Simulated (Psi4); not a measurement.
**CH4FGeN (SMILES [H]/N=[C](/F)[GeH3]): TPSS/6-31G(d) (spherical functions)**

What is the vertical ionisation energy of CH4FGeN at TPSS/6-31G* (spherical functions)? 

Program for the calculation: Psi4 1.11.

2 further runs of the same task are left out: 2 set aside as unsound or not needed. Runs told in other sessions of the task aren't counted.

### 1 The structure to begin with

The species is CH4FGeN (8 atoms), meant as a singlet with charge 0. SMILES: `[H]/N=[C](/F)[GeH3]`. The coordinates come from a PBE0-D4/def2-TZVP relaxation.

Bond lengths: N1–C2 1.246 Å, C2–F3 1.346 Å, C2–Ge4 1.978 Å, N1–H5 1.016 Å, Ge4–H6 1.532 Å, Ge4–H7 1.534 Å, Ge4–H8 1.532 Å. Angles: N1–C2–F3 117.4°, N1–C2–Ge4 131.1°, F3–C2–Ge4 111.5°, C2–N1–H5 111.2°, C2–Ge4–H6 108.9°, C2–Ge4–H7 106.6°, C2–Ge4–H8 108.9°, H6–Ge4–H7 111.0°, H6–Ge4–H8 110.4°, H7–Ge4–H8 111.0°.

### 2 Energy and gradient at TPSS/6-31G(d) (spherical functions)

Input file ch4fgen.xyz:

```xyz
8
CH4FGeN
N      1.895900     0.222300    -0.348500
C      0.908100     0.027300     0.385600
F      1.137400    -0.127100     1.702400
Ge    -1.019900    -0.103800    -0.035500
H      1.617200     0.325400    -1.319900
H     -1.766200     1.006900     0.710300
H     -1.149700     0.071600    -1.553900
H     -1.530700    -1.479600     0.403700
```

Input file run_ase.py:

```python
import numpy as np
from ase.calculators.psi4 import Psi4
from ase.io import read

mol = read('ch4fgen.xyz')
calc = Psi4(atoms=mol, method='tpss', basis='6-31G*', memory='2200MB', num_threads=1, charge=0, multiplicity=1, label='psi4-calc', reference='rks')
calc.psi4.set_options({'puream': True, 'e_convergence': 1e-09, 'd_convergence': 1e-08, 'scf_type': 'pk', 'dft_radial_points': 99, 'dft_spherical_points': 590})
mol.calc = calc

forces = mol.get_forces()
print(f'energy: {mol.get_potential_energy():.6f} eV')
print('forces / eV A^-1')
print(np.round(forces, 5))
```

The run is started by

```console
$ python run_ase.py
```

psi4-calc.dat:

```text
[...]
  Running in c1 symmetry.
[...]
  Nuclear repulsion =  257.992179624617791
[...]
  Multiplicity = 1
[...]
  Nalpha       = 29
  Nbeta        = 29
[...]
    Number of basis functions: 82
[...]
   @RKS iter   1: -2270.03418994933418   -1.50086e+00   3.51112e-02 ADIIS/DIIS
[...]
   @RKS iter  13: -2271.78099453737923   -2.72848e-12   4.68453e-09 DIIS
[...]
    Orbital Energies [Eh]
    ---------------------
    Doubly Occupied:
       1A   -397.720374     2A    -49.334374     3A    -43.874745
       4A    -43.874392     5A    -43.874348     6A    -24.434088
       7A    -14.113721     8A    -10.109348     9A     -6.067727
      10A     -4.254547    11A     -4.253718    12A     -4.253467
      13A     -1.147399    14A     -1.111086    15A     -1.110633
      16A     -1.110544    17A     -1.108576    18A     -1.108530
      19A     -0.853605    20A     -0.580452    21A     -0.536493
      22A     -0.460496    23A     -0.413491    24A     -0.409895
      25A     -0.343499    26A     -0.333140    27A     -0.314955
      28A     -0.276696    29A     -0.238995
[...]
  @RKS Final Energy: -2271.78099453737923
   => Energetics <=
    Nuclear Repulsion Energy =            257.9921796246177905
    One-Electron Energy =               -3674.1745797973048866
    Two-Electron Energy =                1247.6716567215212308
    DFT Exchange-Correlation Energy =    -103.2702510862130509
    Empirical Dispersion Energy =           0.0000000000000000
    VV10 Nonlocal Energy =                  0.0000000000000000
    Total Energy =                      -2271.7809945373792289
[...]
 Multipole Moments:
 ------------------------------------------------------------------------------------
     Multipole            Electronic (a.u.)      Nuclear  (a.u.)        Total (a.u.)
 ------------------------------------------------------------------------------------
 L = 1.  Multiply by 2.5417464519 to convert [e a0] to [Debye]
 Dipole X            :         -5.6764658            4.8042873           -0.8721785
 Dipole Y            :         -0.6706007            0.6620271           -0.0085736
 Dipole Z            :          0.8720400           -1.4420851           -0.5700451
 Magnitude           :                                                    1.0419791
[...]
  -Total Gradient:
     Atom            X                  Y                   Z
    ------   -----------------  -----------------  -----------------
       1       -0.025453295999    -0.003922910206     0.010701077813
       2        0.021924077522     0.002371846457    -0.001651307822
       3       -0.001543217282     0.002064563863    -0.016656997244
       4       -0.000464540865     0.000102915453    -0.001021450886
       5        0.001424392484    -0.000892569458     0.007754822937
       6        0.001754654533    -0.001525741127    -0.000968537886
       7        0.000947661877    -0.000216745774     0.002379389609
       8        0.001425968898     0.002017244596    -0.000515813858
[...]
```

Standard output:

```text
energy: -61818.309605 eV
forces / eV A^-1
[[ 1.30886  0.20172 -0.55027]
 [-1.12738 -0.12197  0.08491]
 [ 0.07936 -0.10616  0.85654]
 [ 0.02389 -0.00529  0.05253]
 [-0.07325  0.0459  -0.39877]
 [-0.09023  0.07846  0.0498 ]
 [-0.04873  0.01115 -0.12235]
 [-0.07333 -0.10373  0.02652]]
```

Wall time 33 s (1 thread of Intel Xeon Platinum 8488C (Sapphire Rapids), shared host); peak memory 1.4 GiB.

### 3 The doublet cation: a single-point energy at UTPSS/6-31G(d) (spherical functions)

Input file job.py:

```python
import psi4

psi4.set_memory('2200 MB')
psi4.set_num_threads(1)
psi4.set_output_file('ch4fgen.out', False)

mol = psi4.geometry("""
1 2
N      1.895900     0.222300    -0.348500
C      0.908100     0.027300     0.385600
F      1.137400    -0.127100     1.702400
Ge    -1.019900    -0.103800    -0.035500
H      1.617200     0.325400    -1.319900
H     -1.766200     1.006900     0.710300
H     -1.149700     0.071600    -1.553900
H     -1.530700    -1.479600     0.403700
symmetry c1
""")

psi4.set_options({
    'basis': '6-31G*',
    'reference': 'uks',
    'puream': True,
    'e_convergence': 1e-09,
    'd_convergence': 1e-08,
    'scf_type': 'pk',
    'dft_radial_points': 99,
    'dft_spherical_points': 590,
    'maxiter': 100,
})

e_tot, wfn = psi4.energy('tpss', molecule=mol, return_wfn=True)
print('E =', round(e_tot, 9))
```

The run is started by

```console
$ python job.py
```

ch4fgen.out:

```text
[...]
  Running in c1 symmetry.
[...]
  Nuclear repulsion =  257.992179624617791
[...]
  Multiplicity = 2
[...]
  Nalpha       = 29
  Nbeta        = 28
[...]
    Number of basis functions: 82
[...]
   @UKS iter   1: -2269.64222370995685   -1.10889e+00   3.49786e-02 ADIIS/DIIS
[...]
   @UKS iter  17: -2271.41396714967686   -2.72848e-12   8.88107e-09 DIIS
[...]
   @S^2 Observed:                7.549816621E-01
[...]
    Orbital Energies [Eh]
    ---------------------
    Alpha Occupied:
       1A   -397.948270     2A    -49.561918     3A    -44.103898
       4A    -44.101258     5A    -44.101237     6A    -24.704371
       7A    -14.452961     8A    -10.401089     9A     -6.295224
      10A     -4.486865    11A     -4.478616    12A     -4.478547
      13A     -1.411208    14A     -1.342899    15A     -1.339258
      16A     -1.339027    17A     -1.333010    18A     -1.332748
      19A     -1.163314    20A     -0.850381    21A     -0.796014
      22A     -0.732017    23A     -0.674390    24A     -0.674203
      25A     -0.608398    26A     -0.564337    27A     -0.546688
      28A     -0.536433    29A     -0.533405
    Alpha Virtual:
[...]
  @UKS Final Energy: -2271.41396714967686
   => Energetics <=
    Nuclear Repulsion Energy =            257.9921796246177905
    One-Electron Energy =               -3659.8516324376050761
    Two-Electron Energy =                1233.3503661874901809
    DFT Exchange-Correlation Energy =    -102.9048805241796600
    Empirical Dispersion Energy =           0.0000000000000000
    VV10 Nonlocal Energy =                  0.0000000000000000
    Total Energy =                      -2271.4139671496768642
  UHF NO Occupations:
  HONO-2 :   27  A 1.9989629
  HONO-1 :   28  A 1.9989284
[...]
 Multipole Moments:
 ------------------------------------------------------------------------------------
     Multipole            Electronic (a.u.)      Nuclear  (a.u.)        Total (a.u.)
 ------------------------------------------------------------------------------------
 L = 1.  Multiply by 2.5417464519 to convert [e a0] to [Debye]
 Dipole X            :         -4.2837201            4.8042873            0.5205672
 Dipole Y            :         -0.4934098            0.6620271            0.1686173
 Dipole Z            :          0.5661308           -1.4420851           -0.8759543
 Magnitude           :                                                    1.0328204
[...]
```

On the terminal:

```text
E = -2271.41396715
```

It took 51 s on 1 thread of Intel Xeon Platinum 8488C (Sapphire Rapids), shared host; peak memory 1.3 GiB.

### 4 Summary of results

At TPSS/6-31G* (spherical functions):

```
                                          quantity           value
                     singlet CH4FGeN: total energy  -2271.78099 Eh
                    singlet CH4FGeN: dipole moment          2.65 D
                      singlet CH4FGeN: HOMO energy        -6.50 eV
                      singlet CH4FGeN: LUMO energy        -1.11 eV
                    singlet CH4FGeN: HOMO–LUMO gap         5.39 eV
         singlet CH4FGeN: largest force on an atom      1.434 eV/Å
                      doublet cation: total energy  -2271.41397 Eh
doublet cation: HOMO energy (highest over α and β)       -14.41 eV
 doublet cation: LUMO energy (lowest over α and β)       -13.38 eV
                              doublet cation: ⟨S²⟩           0.755
vertical ionisation energy (to the doublet cation)        9.987 eV
```

The vertical ionisation energy comes to 9.99 eV (964 kJ/mol). The largest force (singlet CH4FGeN) is 1.43 eV/Å: the shape isn't a stationary point for this species at this level. −ε(HOMO) before ionisation, 6.50 eV, is 3.48 eV below this ionisation energy.
